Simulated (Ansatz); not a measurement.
Geometry optimisation, DFT PBE, scalar-relativistic, plane waves, PAW (Ansatz).

Input file:

```yaml
accuracy: low
crystal:
  lattice:
    - [5.48, 0.0, 0.0]
    - [-4.11, 7.118729, 0.0]
    - [0.0, 0.0, 4.32646]
  atoms:
    - { symbol: Os, position: [0.0, 0.0, 0.0] }
    - { symbol: Os, position: [0.1666667, 0.2222222, 0.5] }
    - { symbol: Os, position: [0.0, 0.3333333, 0.0] }
    - { symbol: Os, position: [0.1666667, 0.5555556, 0.5] }
    - { symbol: Os, position: [0.0, 0.6666667, 0.0] }
    - { symbol: Os, position: [0.1666667, 0.8888889, 0.5] }
    - { symbol: Os, position: [0.5, 0.0, 0.0] }
    - { symbol: Os, position: [0.6666667, 0.2222222, 0.5] }
    - { symbol: Os, position: [0.5, 0.3333333, 0.0] }
    - { symbol: Os, position: [0.6666667, 0.5555556, 0.5] }
    - { symbol: Os, position: [0.5, 0.6666667, 0.0] }
    - { symbol: Os, position: [0.6666667, 0.8888889, 0.5] }
    - { symbol: H, position: [0.8360431, 0.4441932, 0.7452405] }
basis:
  ecutwfc: 420.0
kpoints:
  mp_grid: { grid: [4, 3, 4] }
hamiltonian:
  xc: pbe
scf:
  occupations: { method: fermi_dirac, width: 0.15 }
  lower_state_search: "off"
relax:
  f_tol: 0.08
  max_steps: 25
  adjacent_minimum: "off"
```

Launched with:

```bash
$ ansatz run input.yaml --threads 4 --pin off --max-ram 10240MiB --backend cpu --events-out ev --progress --plain --runs-dir out
```

**Question.** Where does it end, and by what steps?

**Answer.** The run converged. The force dipped under the threshold on the way, but the program's further checks kept it going. Limits of this set-up: coarse k mesh, odd electron count without spin, a small cell, in which the defect meets its images, low accuracy level. After 3 steps the energy has fallen by 0.138 eV; Os8 moved furthest, 0.04 Å.

| step | energy less start (eV) | largest force component (eV/Å) | accepted |
| --- | --- | --- | --- |
| 0 | 0.0000 | 1.147 | yes |
| 1 | -0.0286 | 1.142 | yes |
| 2 | -0.1381 | 0.048 | yes |
| 3 | -0.1381 | 0.048 | yes |

```xyz
13
Lattice="5.4800 0.0000 0.0000 -4.1100 7.1187 0.0000 0.0000 0.0000 4.3265" Properties=species:S:1:pos:R:3
Os 0.002 0.004 -0.003
Os -0.002 1.570 2.164
Os -1.339 2.358 0.014
Os -1.341 3.972 2.149
Os -2.739 4.781 0.016
Os -2.741 6.331 2.164
Os 2.742 -0.003 -0.002
Os 2.739 1.545 2.147
Os 1.344 2.356 0.013
Os 1.340 3.970 2.149
Os 0.003 4.757 -0.002
Os -0.001 6.324 2.165
H 2.749 3.163 3.231
```

Whether the end is a true minimum wasn't checked by a vibrational analysis.

Run time: 17 s on 4 threads of Intel(R) Xeon(R) Platinum 8488C (Sapphire Rapids) (shared host), peak memory 0.97 GiB.
